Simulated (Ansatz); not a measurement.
This was printed by a script on Ansatz 0.2.0, Python API, for a projected density of states of Rb2YAgF6, space group Fm-3m. What did the script look like? Level of theory: PBEsol, PAW, the default cutoff (420 eV here), 4×4×4 k-points, fixed occupations.

```yaml
crystal:
  lattice:
    - [0.00000, 4.54325, 4.54325]
    - [4.54325, 0.00000, 4.54325]
    - [4.54325, 4.54325, 0.00000]
  atoms:
    - { symbol: Rb, position: [0.75000, 0.75000, 0.75000] }
    - { symbol: Rb, position: [0.25000, 0.25000, 0.25000] }
    - { symbol: Y, position: [0.50000, 0.50000, 0.50000] }
    - { symbol: Ag, position: [0.00000, 0.00000, 0.00000] }
    - { symbol: F, position: [0.73700, 0.26300, 0.26300] }
    - { symbol: F, position: [0.26300, 0.26300, 0.73700] }
    - { symbol: F, position: [0.26300, 0.73700, 0.73700] }
    - { symbol: F, position: [0.26300, 0.73700, 0.26300] }
    - { symbol: F, position: [0.73700, 0.26300, 0.73700] }
    - { symbol: F, position: [0.73700, 0.73700, 0.26300] }
```

```console
$ python pdos_rb2yagf6.py
DeckWarning: basis.ecutwfc = 420 eV, auto-derived from the records' recommended cutoffs: set by Rb (normal level)
E-EF      Rb 4S    Rb 5S    Rb 4P     Y 4S     Y 5S     Y 4P     Y 4D    Ag 4S    Ag 5S    Ag 4P    Ag 4D     F 2S     F 2P
 -6.0     0.000    0.000    0.000    0.000    0.000    0.000    0.000    0.000    0.000    0.000    0.000    0.000    0.000
 -5.5     0.000    0.000    0.000    0.000    0.000    0.000    0.000    0.000    0.000    0.000    0.000    0.000    0.000
 -5.0     0.000    0.015    0.008    0.017    0.102    0.011    0.408    0.002    0.732    0.001    0.181    0.028    7.175
 -4.5     0.004    0.035    0.005    0.000    0.000    0.000    0.172    0.000    0.000    0.000    0.060    0.001    1.160
 -4.0     0.002    0.035    0.083    0.003    0.011    0.294    0.659    0.001    0.172    0.005    0.965    0.019   16.531
 -3.5     0.002    0.116    0.098    0.003    0.011    0.028    0.076    0.000    0.024    0.001    0.548    0.015   22.095
 -3.0     0.000    0.000    0.001    0.000    0.000    0.001    0.001    0.000    0.000    0.000    0.004    0.000    5.742
 -2.5     0.000    0.000    0.000    0.000    0.000    0.000    0.000    0.000    0.000    0.000    0.000    0.000    0.000
 -2.0     0.000    0.000    0.000    0.000    0.000    0.000    0.000    0.000    0.000    0.000    0.000    0.000    0.000
 -1.5     0.000    0.000    0.000    0.000    0.000    0.000    0.000    0.000    0.000    0.000    0.000    0.000    0.000
 -1.0     0.000    0.005    0.002    0.000    0.000    0.001    0.179    0.000    0.000    0.000   26.665    0.000    1.642
 -0.5     0.000    0.000    0.000    0.000    0.000    0.000    0.000    0.000    0.000    0.000    0.000    0.000    0.000
  0.0     0.000    0.000    0.000    0.000    0.004    0.010    0.005    0.000    0.000    0.000    2.139    0.023    0.519
  0.5     0.000    0.000    0.000    0.000    0.000    0.000    0.000    0.000    0.000    0.000    0.000    0.000    0.000
  1.0     0.000    0.000    0.000    0.000    0.000    0.000    0.000    0.000    0.000    0.000    0.000    0.000    0.000
  1.5     0.000    0.000    0.000    0.000    0.000    0.000    0.000    0.000    0.000    0.000    0.000    0.000    0.000
  2.0     0.000    0.000    0.000    0.000    0.000    0.000    0.000    0.000    0.000    0.000    0.000    0.000    0.000
  2.5     0.000    0.000    0.000    0.000    0.000    0.000    0.000    0.000    0.000    0.000    0.000    0.000    0.000
  3.0     0.003    0.082    0.001    0.002    0.012    0.000    0.000    0.000    0.036    0.000    0.000    0.021    0.007
  3.5     0.008    0.332    0.007    0.005    0.044    0.002    0.012    0.001    0.245    0.000    0.000    0.084    0.058
  4.0     0.010    0.757    0.032    0.005    0.067    0.011    0.174    0.001    1.544    0.000    0.001    0.249    0.282
```
(Warnings from the package without file and line.)

One script that gives this output:

The script, `pdos_rb2yagf6.py`:
```python
"""Projected density of states of Rb2YAgF6."""

import ansatz as az
import numpy as np


def main() -> None:
    lattice = az.Lattice.of(
        [0.0, 4.543255, 4.543255],
        [4.543255, 0.0, 4.543255],
        [4.543255, 4.543255, 0.0],
    )
    sites = [
        ("Rb", [0.75, 0.75, 0.75]),
        ("Rb", [0.25, 0.25, 0.25]),
        ("Y", [0.5, 0.5, 0.5]),
        ("Ag", [0.0, 0.0, 0.0]),
        ("F", [0.736996, 0.263004, 0.263004]),
        ("F", [0.263004, 0.263004, 0.736996]),
        ("F", [0.263004, 0.736996, 0.736996]),
        ("F", [0.263004, 0.736996, 0.263004]),
        ("F", [0.736996, 0.263004, 0.736996]),
        ("F", [0.736996, 0.736996, 0.263004]),
    ]
    rb2yagf6 = az.Crystal(lattice=lattice)
    for symbol, position in sites:
        rb2yagf6 = rb2yagf6.atom(symbol, position)

    calculation = (
        rb2yagf6.calculation()
        .functional("pbesol")
        .kpoints(mesh=(4, 4, 4))
        .occupations("fixed")
        .scf(extra_bands=26)
        .density_of_states(projected=True, energy_step=0.05)
    )
    session = calculation.session()
    planned = session.plan(threads=1)
    result = planned.execute()
    r = result.report

    dos = result.density_of_states()
    energy = np.asarray(dos.energies_ev) - dos.fermi_ev
    curves = {}
    for site in result.projected_density_of_states().sites:
        for shell in site.shells:
            weight = sum(np.sum(curve.g_bin_mean_per_ev, axis=0) for curve in shell.curves)
            name = f"{site.species} {shell.label}"
            curves[name] = curves.get(name, 0) + weight

    print("E-EF   " + " ".join(f"{name:>8s}" for name in curves))
    for e in np.arange(-6, 4 + 0.1, 0.5):
        print(f"{e:5.1f}  " + " ".join(f"{np.interp(e, energy, g):8.3f}" for g in curves.values()))


if __name__ == "__main__":
    main()
```

Spin is left out of this run. Semilocal gaps usually lie well under measured ones. With fixed filling the reported Fermi level is the top filled level among the k-points of the SCF. The empty d shell of the heavier alkali and alkaline-earth atoms, which makes much of a conduction band, may have no channel. The crystal has a gap of about 2.67 eV on the mesh; bins of finite width blur the band edges. This cell is a computed structure, which may not be the phase found in nature. Curves are summed over the cell's atoms. Only shells that the potentials hold have channels, so projections don't add up to the total, least of all where a shell is missing (p of most metals); heights and places of peaks move with the mesh. The density of states is complete only as far up as bands were computed. Timing: 5.6 s on 1 thread of Arm Neoverse V2 (shared host), peak memory 0.52 GiB.

(Lines on the test bed's own set-up are left out of the output.)
